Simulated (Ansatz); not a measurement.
# CrCdB3: the cost of one run

Computed with Ansatz 0.2.0 (DFT PBE, scalar-relativistic, plane waves, PAW, unless a step's input says otherwise).

### 1 The structure to begin with

Symmetry: Pm-3m, No. 221, cubic system. The conventional cell has a = 3.736 Å, b = 3.736 Å, c = 3.736 Å, α = 90.00°, β = 90.00°, γ = 90.00°. Around Cr (site symmetry m-3m) lie 12 B at 2.64 Å. Cd (site symmetry m-3m) is surrounded by 6 B at 1.87 Å. B (site symmetry 4/mmm) has 2 Cd at 1.87 Å and 4 Cr at 2.64 Å in its first shell of neighbours.

Coordinates:

```
CELL_PARAMETERS angstrom
3.73587 0.00000 0.00000
0.00000 3.73587 0.00000
0.00000 0.00000 3.73587
ATOMIC_POSITIONS crystal
Cr 0.00000 0.00000 0.00000
Cd 0.50000 0.50000 0.50000
B 0.00000 0.50000 0.50000
B 0.50000 0.00000 0.50000
B 0.50000 0.50000 0.00000
```

(A quick probe on a coarse mesh, which set the mesh and smearing, is not shown.)

### 3 Rough relaxation on the coarse mesh

File input.yaml:

```yaml
crystal:
  lattice:
    - [3.7358727034, 0.0, 0.0]
    - [0.0, 3.7358727034, 0.0]
    - [0.0, 0.0, 3.7358727034]
  atoms:
    - { symbol: Cr, position: [0.0, 0.0, 0.0], spin: 3.25 }
    - { symbol: Cd, position: [0.5, 0.5, 0.5] }
    - { symbol: B, position: [0.0, 0.5, 0.5] }
    - { symbol: B, position: [0.5, 0.0, 0.5] }
    - { symbol: B, position: [0.5, 0.5, 0.0] }
basis:
  ecutwfc: 420
kpoints:
  mp_grid: { grid: [6, 6, 6] }
hamiltonian:
  xc: pbe
scf:
  occupations: { method: gaussian, width: 0.1 }
  lower_state_search: "off"
output:
  forces: true
  stress: true
  eigenvalues: true
  populations: true
magnetization:
  spin_polarized: true
relax:
  adjacent_minimum: "off"
  f_tol: 0.04
  max_steps: 70
  cell: { stress_tol: 0.4 }
```

Command:

```bash
> ansatz run input.yaml --threads 1 --pin off --max-ram 2560MiB --backend cpu --events-out ev --progress --plain --runs-dir out
```

**Question.** How long does this run take on 1 thread of Arm Neoverse V1, shared host, and how much memory does it need?

About 51 s, with a peak of 0.4 GiB.
